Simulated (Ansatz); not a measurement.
**Phosphorus, fcc under PBEsol: from relaxation to bulk modulus**

Aim: take phosphorus in the fcc structure, relax it, solve it on a dense k-mesh, then scale the cell to 7 volumes from 88 to 112 % of the relaxed one and try a fit of the equation of state. Spin polarisation is left out. The k-meshes are 14×14×14 for the relaxation; 23×23×23 for the dense run; 16×16×16 for the volumes.

Computed with Ansatz 0.2.0 (DFT PBEsol, plane waves (420 eV) with PAW, scalar-relativistic; PAW files made under PBE, frozen cores solved again for the functional, unless a step says otherwise).

### Step 1. The starting structure

The structure is cubic, space group Fm-3m (No. 225). The conventional cell has a = 3.934 Å, b = 3.934 Å, c = 3.934 Å, α = 90.00°, β = 90.00°, γ = 90.00°. P (site symmetry m-3m) has 12 P at 2.78 Å as nearest neighbours.

Structure file:

```xyz
1
Lattice="0.0000 1.9671 1.9671 1.9671 0.0000 1.9671 1.9671 1.9671 0.0000" Properties=species:S:1:pos:R:3 pbc="T T T"
P     0.0000    0.0000    0.0000
```

### Step 2. Relaxation of the cell

File input.yaml:

```yaml
crystal:
  lattice:
    - [0.0, 1.9670729634, 1.9670729634]
    - [1.9670729634, 0.0, 1.9670729634]
    - [1.9670729634, 1.9670729634, 0.0]
  atoms:
    - { symbol: P, position: [0.0, 0.0, 0.0] }
hamiltonian:
  xc: pbesol
  pseudopotentials:
    kind: paw
    azcp:
      P: "pseudopotentials/P.paw.azcp"
basis:
  ecutwfc: 420
  fft_grid_basis: typed
kpoints:
  mp_grid: { grid: [14, 14, 14], shift: [0, 0, 0] }
magnetization:
  spin_polarized: false
scf:
  occupations: { method: fermi_dirac, width: 0.1 }
relax:
  max_steps: 60
  f_tol: 0.01
  cell: {}
```

Further steps of the session: Single point on a dense mesh; Equation of state: 88 %; Equation of state: 92 %; Equation of state: 96 %; Equation of state: 100 %; Equation of state: 104 %; Equation of state: 108 %; Equation of state: 112 %.

Q: Predict the outcome of this session. Wanted: space group; conventional cell; volume; shortest distance; gap on the mesh; relative to black phosphorus; V₀, B₀, B₀′.

As calculated:

| quantity | value |
| --- | --- |
| space group (spins left aside) | Fm-3m (No. 225) |
| conventional cell | a = 3.821 Å |
| volume | 13.944 Å³/atom |
| shortest distance | 2.702 Å |
| gap on the mesh | none (levels filled in part) |
| relative to black phosphorus | +695 meV/atom |
| V₀, B₀, B₀′ | 14.044 Å³/atom, 105 GPa, 3.2 |

In words: The relaxation shrank the cell by 8.4 % in volume. It lies 695 meV/atom above the element's reference form at the same level (black phosphorus, from a run of its own), so it is far from stable. Levels at the Fermi energy are filled in part, as in a metal. The fitted modulus is 105 GPa. Relaxation kept the symmetry; phonons were not checked.
